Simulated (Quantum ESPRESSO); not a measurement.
**NbTe: equation of state with LDA**

The system is NbTe.

```xyz
2
Lattice="3.7030 0.0000 0.0000 -1.8515 3.2069 0.0000 0.0000 0.0000 3.6942" Properties=species:S:1:pos:R:3 pbc="T T T"
Te    1.8515    1.0690    0.0000
Nb    0.0000    0.0000    1.8471
```

The cell comes from a database or a generator and needn't be the stable form of this composition.

| Property | Result |
| --- | --- |
| Program | Quantum ESPRESSO 7.5 |
| Task | equation of state |
| Functional | LDA |
| Potentials or basis | GBRV 1.5 LDA |
| Cutoff | 612 eV |
| Density cutoff | 4898 eV |
| k mesh | 8 × 8 × 7 |
| Occupations | fermi-dirac, width 0.05 eV |
| Spin | no spin polarisation |

```
Equilibrium volume                        : 20.81 Å³/atom
Bulk modulus at fixed shape and positions : 144 GPa
Pressure derivative of the bulk modulus   : 4.7
```

Energy against volume, from the lowest point:
```tsv
volume (Å³/atom)	energy (meV/atom)
20.618	0.00
21.057	0.44
21.496	8.72
21.934	23.88
22.373	45.13
22.812	71.84
23.250	103.34
```

All runs of the series together: 60 s on 2 threads of Arm Neoverse V1 (shared host).

Caveat: the cell was scaled at fixed shape and fractional positions, which overstates the stiffness of a crystal with free parameters, most of all of layers and chains. Spin-orbit coupling is left out, which matters for the levels of Te.
